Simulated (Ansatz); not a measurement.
# Ti4N3O: the cost of one run

Computed with Ansatz 0.2.0 (DFT PBE, scalar-relativistic, plane waves, PAW, unless a step's input says otherwise).

1 further run of the same task is left out (it didn't finish).

## Step 1: The starting structure

Symmetry: P4/mmm, No. 123, tetragonal system. The conventional cell has a = 3.011 Å, b = 3.011 Å, c = 8.520 Å, α = 90.00°, β = 90.00°, γ = 90.00°. Ti (site symmetry 4mm) is surrounded by 5 N at 2.05 to 2.13 Å and 1 O at 2.21 Å. Ti (site symmetry 4/mmm) has 2 N at 2.12 Å and 4 O at 2.13 Å as nearest neighbours. Ti (site symmetry 4/mmm) has 6 N at 2.13 to 2.14 Å as nearest neighbours. Around N (site symmetry 4mm) lie 6 Ti at 2.12 to 2.14 Å. N (site symmetry 4/mmm) is surrounded by 6 Ti at 2.05 to 2.13 Å. O (site symmetry 4/mmm) has 6 Ti at 2.13 to 2.21 Å as nearest neighbours.

Coordinates:

```cif
data_structure
_symmetry_space_group_name_H-M 'P4/mmm'
_symmetry_Int_Tables_number 123
_cell_length_a 3.0112
_cell_length_b 3.0112
_cell_length_c 8.5199
_cell_angle_alpha 90.000
_cell_angle_beta 90.000
_cell_angle_gamma 90.000
_cell_volume 77.25
loop_
_atom_site_label
_atom_site_type_symbol
_atom_site_symmetry_multiplicity
_atom_site_Wyckoff_symbol
_atom_site_fract_x
_atom_site_fract_y
_atom_site_fract_z
_atom_site_occupancy
Ti1 Ti 2 g 0.00000 0.00000 0.74006 1
Ti2 Ti 1 c 0.50000 0.50000 0.00000 1
Ti3 Ti 1 d 0.50000 0.50000 0.50000 1
N1 N 2 h 0.50000 0.50000 0.24834 1
N2 N 1 b 0.00000 0.00000 0.50000 1
O1 O 1 a 0.00000 0.00000 0.00000 1
```

The cell was relaxed beforehand at this level, from a generated guess; it is a trial structure. At a tolerance of 0.05 Å it has space group P4/mmm (No. 123); it has 9.66 Å³/atom, an uncorrected energy of -1.88 eV/atom over the elements.

## Step 2: Static run: bands, density of states and charges

input.yaml reads:

```yaml
crystal:
  lattice:
    - [3.0111522665, 0.0, 0.0]
    - [0.0, 3.0111522665, 0.0]
    - [0.0, 0.0, 8.519896636]
  atoms:
    - { symbol: Ti, position: [0.0, 0.0, 0.7400555231] }
    - { symbol: Ti, position: [0.5, 0.5, 0.0] }
    - { symbol: Ti, position: [0.0, 0.0, 0.2599444769] }
    - { symbol: Ti, position: [0.5, 0.5, 0.5] }
    - { symbol: "N", position: [0.5, 0.5, 0.2483437698] }
    - { symbol: "N", position: [0.0, 0.0, 0.5] }
    - { symbol: "N", position: [0.5, 0.5, 0.7516562302] }
    - { symbol: O, position: [0.0, 0.0, 0.0] }
basis:
  ecutwfc: 420
kpoints:
  mp_grid: { grid: [12, 12, 6] }
  band_path:
    path:
      - [[0.0, 0.0, 0.0], [0.0, 0.5, 0.0], [0.5, 0.5, 0.0], [0.0, 0.0, 0.0], [0.0, 0.0, 0.5], [0.0, 0.5, 0.5], [0.5, 0.5, 0.5], [0.0, 0.0, 0.5]]
      - [[0.0, 0.5, 0.0], [0.0, 0.5, 0.5]]
      - [[0.5, 0.5, 0.0], [0.5, 0.5, 0.5]]
    npoints: 14
hamiltonian:
  xc: pbe
scf:
  occupations: { method: gaussian, width: 0.1 }
  n_extra_bands: 20
output:
  forces: true
  stress: true
  eigenvalues: true
  populations: true
  dos: { projected: true, de: 0.02, nscf_kmesh: { grid: [15, 15, 8] } }
  bader: true
  write_density: true
  write_potential: true
  elf: true
  volumetric_format: npy
```

Launch:

```sh
> ansatz run input.yaml --threads 1 --pin off --max-ram 2560MiB --backend cpu --events-out ev --progress --plain --runs-dir out
```

**Question.** How long does this run take on 1 thread of Arm Neoverse V2, shared host, and how much memory does it need?

About 2 min, with a peak of 0.72 GiB.
